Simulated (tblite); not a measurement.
# C6H16OSSi: the cost of one run

Programs: tblite 0.8.0 and PySCF 2.14.0, with density-fitted response routines of our own. Each step states its level of theory. These are calculated values for one molecule in the gas phase, unless marked as measured. Atoms are numbered from 0 throughout.

## 1. The molecule as given

25 atoms, charge 0, multiplicity 1; geometry from: force field or distance geometry start.

Bonds of the start (Å): C0–C1 1.52, C1–Si2 1.85, Si2–O3 1.69, O3–C4 1.39, C4–C5 1.52, C4–C6 1.53, Si2–S7 2.17, S7–C8 1.82, C0–H9 1.11, C0–H10 1.10, C0–H11 1.12, C1–H12 1.13, C1–H13 1.11, Si2–H14 1.50, C4–H15 1.10, C5–H16 1.11, C5–H17 1.12, C5–H18 1.08, C6–H19 1.11, C6–H20 1.10, C6–H21 1.12, C8–H22 1.09, C8–H23 1.11, C8–H24 1.12.

## 2. Optimising the geometry with GFN2-xTB

What the job is given:

```
{"job": {"kind": "relax", "xc": "GFN2-xTB", "basis": "xTB"}, "charge": 0, "multiplicity": 1}
C     -2.782200    -1.494200     0.330100
C     -1.277300    -1.318400     0.444800
Si    -0.709600     0.342800    -0.129500
O      0.962100     0.550200    -0.205000
C      1.705700    -0.586500     0.067000
C      2.727900    -0.879000    -1.014900
C      2.549000    -0.290400     1.306600
S     -1.566300     1.870300     1.158300
C     -1.875400     3.361600     0.170000
H     -2.968400    -2.320600    -0.385700
H     -3.197300    -1.719500     1.325000
H     -3.191400    -0.545100    -0.089400
H     -0.945800    -1.456200     1.520400
H     -0.817600    -2.156700    -0.127000
H     -1.294600     0.598600    -1.484100
H      1.047700    -1.446300     0.280900
H      3.474700    -1.569300    -0.567800
H      3.289600     0.057400    -1.279400
H      2.315800    -1.264400    -1.938300
H      3.086400     0.655300     1.089800
H      1.935700    -0.271700     2.219100
H      3.254800    -1.162700     1.377900
H     -2.756200     3.235300    -0.451600
H     -1.969200     4.224100     0.861400
H     -1.009100     3.609500    -0.492500
```

Run with:

```sh
> OMP_NUM_THREADS=1 python probes_run.py task.json out
```

The driver reads the jobs from task.json and runs them one after another.

Q: Estimate the wall time and peak memory of this first job on 1 thread of Arm Neoverse V1, shared host.

About 2.4 s, with a peak of 0.18 GiB.
